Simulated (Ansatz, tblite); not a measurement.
# MgBrF with GFN1-xTB from a Python script

These are simulated results from tblite 0.8.0, not measurements. The cell was built from a prototype and was relaxed with r2SCAN in plane waves (Ansatz 0.2.0). It may be hypothetical. It is a single sheet, repeated along a and b, with vacuum along c. All runs are without spin polarisation.

In-plane lattice: a = 3.405 Å, b = 3.405 Å, γ = 120.0°; thickness between the outer nuclei 2.77 Å. Mg is surrounded by 3 F at 2.20 Å and 3 Br at 2.65 Å; F is surrounded by 3 Mg at 2.20 Å and 1 Br at 2.77 Å; Br is surrounded by 3 Mg at 2.65 Å and 1 F at 2.77 Å.

tblite solves periodic systems at the zone centre alone, so the script builds a cluster of 3×3×1 conventional cells (27 atoms), which folds in a coarse mesh of k points.

Input script:

```python
import json
from ase import Atoms
from ase.build import make_supercell
from ase.units import Bohr, GPa, Hartree
from tblite.interface import Calculator

atoms = Atoms(['Mg', 'F', 'Br'],
              cell=[[3.40486682, 0.0, 0.0], [-1.70243341, 2.94870116, 0.0], [0.0, 0.0, 29.37415216]],
              scaled_positions=[[0.333333333, 0.666666667, 0.315153383], [0.666666667, 0.333333333, 0.349149337], [0.666666667, 0.333333333, 0.254872746]],
              pbc=True)
cluster = make_supercell(atoms, [[3, 0, 0], [0, 3, 0], [0, 0, 1]])
calc = Calculator('GFN1-xTB', cluster.numbers, cluster.positions / Bohr, lattice=cluster.cell[:] / Bohr, periodic=cluster.pbc)
calc.set('temperature', 0.02 / Hartree)
calc.set('max-iter', 150)
res = calc.singlepoint()
levels = res.get('orbital-energies') * Hartree
nv = round(res.get('orbital-occupations').sum() / 2)
cells = len(cluster) // len(atoms)
out = {'energy_per_cell': res.get('energy') * Hartree / cells, 'homo': levels[nv - 1], 'lumo': levels[nv],
       'stress': (-res.get('virial') * Hartree / cluster.get_volume() / GPa).tolist(), 'charges': res.get('charges')[:len(atoms)].tolist(), 'electrons': 2 * nv / cells}
json.dump(out, open('results.json', 'w'))
for key, value in out.items():
    print(key, value)
```

Command: `python run.py`. It took 1.1 s on 1 thread of Arm Neoverse V1, on a shared host, peak memory 0.095 GiB.

Output:

```
------------------------------------------------------------
  cycle        total energy    energy error   density error
------------------------------------------------------------
      1     -86.35072720818  -8.6317214E+01   8.5525434E-01
      2     -84.84568077624   1.5050464E+00   4.2280715E-01
      3     -84.14120087130   7.0447990E-01   4.8033850E-01
      4     -88.19565126388  -4.0544504E+00   2.2229882E-01
      5     -88.42054939496  -2.2489813E-01   7.4478280E-02
      6     -88.38037875131   4.0170644E-02   1.0733309E-01
      7     -88.46655554284  -8.6176792E-02   1.6125977E-02
      8     -88.46829062915  -1.7350863E-03   9.0881718E-03
      9     -88.46911688288  -8.2625373E-04   7.0690329E-04
     10     -88.46911979309  -2.9102156E-06   5.0837494E-04
     11     -88.46912334885  -3.5557587E-06   5.5380091E-05
     12     -88.46912337715  -2.8303290E-08   2.6801974E-05
     13     -88.46912338241  -5.2556999E-09   1.2125143E-05
------------------------------------------------------------

 total:                                   0.290 sec
energy_per_cell -267.48527417734664
homo -11.856205228688523
lumo -10.73984572600105
stress [[1.0734514857831796, -5.525400874944209e-06, -2.8750407987059238e-09], [-5.525400874939269e-06, 1.0734451178983209, 5.785593161811235e-10], [-2.875040812837116e-09, 5.785593343707957e-10, -0.2555829113932278]]
charges [0.6412808346585003, -0.47225030586195804, -0.16903043679899374]
electrons 16.0
```

The cycle table is in hartree for the whole cluster, and the lines after it are in eV (the energy for one cell). The printed stress is in GPa and positive in compression, and the pressure is its mean diagonal, here averaged over the vacuum too.

GFN1-xTB gives a gap of 1.12 eV. On the same cell, plane-wave PBE (Ansatz, 12×12×1 k points and the special points) gives a gap of 2.00 eV and r2SCAN a gap of 2.55 eV; on shared hosts these took about 13 and 39 core-seconds on the 3-atom cell, against 1.1 for the script. Semilocal gaps usually lie below measured ones. xTB was fitted to molecules, so gaps, charges and pressures of solids can be far off, and the gap also depends on the size of the cluster.

xTB was fitted mostly to molecules, and a small cluster samples few k points, so gaps, pressures and kinks along a curve can be far from a solid's.

The runs are scalar-relativistic, without spin-orbit coupling.
